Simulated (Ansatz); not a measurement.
**Cl3HSZr: small, medium and large basis sets**

Aim: see how fast density functionals converge with the basis set for Cl3HSZr.

Computed with Ansatz 0.2.0, Gaussian basis. Level: one geometry, several basis sets.

Plan: PBE0-D4/def2-SVP; ωB97M-V/def2-SVP; PBE0-D4/def2-QZVPP; ωB97M-V/def2-QZVPP; the functionals' def2-TZVPP values are taken from earlier runs.

### Step 1. The relaxed structure

All runs share one geometry, relaxed beforehand with PBE0-D4 in a triple-zeta def2 set. Zr takes the def2 core potential; no spin-orbit term is included.

SMILES `[SH][Zr]([Cl])([Cl])[Cl]`, 6 atoms, charge 0, spin multiplicity 1.

Atoms are counted from 1 here; the program's logs count them from 0.

Bond lengths: S1–Zr2 2.411 Å, S1–H6 1.350 Å, Zr2–Cl3 2.316 Å, Zr2–Cl4 2.324 Å, Zr2–Cl5 2.324 Å. Angles: Zr2–S1–H6 90.0°, S1–Zr2–Cl3 106.0°, S1–Zr2–Cl4 108.9°, S1–Zr2–Cl5 108.9°, Cl3–Zr2–Cl4 112.3°, Cl3–Zr2–Cl5 112.3°, Cl4–Zr2–Cl5 108.4°.

### Step 2. PBE0-D4 in def2-SVP

Input file in.yaml:

```yaml
crystal:
  periodic: [false, false, false]
  atoms:
    - {symbol: S, position_ang: [-1.764391, 0.868435, -0.029216]}
    - {symbol: Zr, position_ang: [0.503282, 0.052351, 0.049147]}
    - {symbol: Cl, position_ang: [1.829849, 1.899002, 0.490404]}
    - {symbol: Cl, position_ang: [0.662287, -1.565890, 1.709051]}
    - {symbol: Cl, position_ang: [1.018386, -0.934901, -1.990322]}
    - {symbol: H, position_ang: [-2.207313, -0.382897, -0.275163]}
basis:
  gaussian: {orbitals: def2-SVP}
hamiltonian: {xc: pbe0, dispersion: d4}
output: {orbitals: {seedname: orbitals}}
```

After this run come: ωB97M-V in def2-SVP; PBE0-D4 in def2-QZVPP; ωB97M-V in def2-QZVPP.

Before running them: what should the planned runs give, taken together? Wanted: PBE0-D4: double and triple zeta above quadruple; ωB97M-V: double and triple zeta above quadruple.

**Answer**, as computed:

| quantity | value |
| --- | --- |
| PBE0-D4: double and triple zeta above quadruple | 18.39, 1.50 eV |
| ωB97M-V: double and triple zeta above quadruple | 18.11, 1.43 eV |

In words: For PBE0-D4 the step from double to triple zeta gains 16.89 eV and the next only 1.50 eV. These are total energies; as a rule much of such shifts cancels in differences, which this series doesn't test.
